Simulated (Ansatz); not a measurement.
CsLiCr2Te2S3, 9 atoms in the cell. Symmetry: P3m1, No. 156, trigonal system. Conventional cell: a = 3.604 Å, b = 3.604 Å, c = 19.067 Å, α = 90.00°, β = 90.00°, γ = 120.00°. Cs (site symmetry 3m) is surrounded by 3 S at 3.38 Å and 6 Cs at 3.60 Å and 3 Te at 3.77 Å. Li (site symmetry 3m) has 6 S at 2.63 to 2.66 Å as nearest neighbours. Around Cr (site symmetry 3m) lie 3 S at 2.40 Å and 3 Te at 2.74 Å. Around Cr (site symmetry 3m) lie 6 S at 2.43 to 2.45 Å. Te (site symmetry 3m) is surrounded by 6 Te at 3.60 Å and 3 Cs at 3.77 Å. Te (site symmetry 3m) has 3 Cr at 2.74 Å as nearest neighbours. Around S (site symmetry 3m) lie 3 Cr at 2.45 Å and 3 Li at 2.63 Å. S (site symmetry 3m) is surrounded by 3 Cr at 2.40 Å and 3 Li at 2.66 Å. The cell was built by a generator and needn't be a form met in nature.

- Program: Ansatz 0.2.0
- Task: relaxation of cell and atoms
- Functional: RPBE
- Potentials or basis: Ansatz PAW
- Cutoff: 420 eV (not typed: the program's choice for these potentials)
- k mesh: 6 × 6 × 1
- Occupations: fermi-dirac, width 0.05 eV
- Spin: collinear spin, ferromagnetic start
- Starting moments: [0.0, 0.0, 3.0, 3.0, 0.0, 0.0, 0.0, 0.0, 0.0] μB

Potentials or basis: Ansatz PAW.

The run is started by

```bash
$ ansatz run input.yaml --threads 8 --pin off --max-ram 20480MiB --backend cpu --events-out ev --progress --plain --runs-dir out
```

Hardware: 8 threads of AMD EPYC 9R45 96-Core Processor (Zen 5), with other jobs on the host.

**Question.** Estimate the wall time of this run.

**Answer.** Wall time 24 s on 8 threads of AMD EPYC 9R45 96-Core Processor (Zen 5), on a shared host, peak memory 1.1 GiB. Counts: scf iterations 182, plane waves 4629, k points 7, bands 58, ion steps 11.
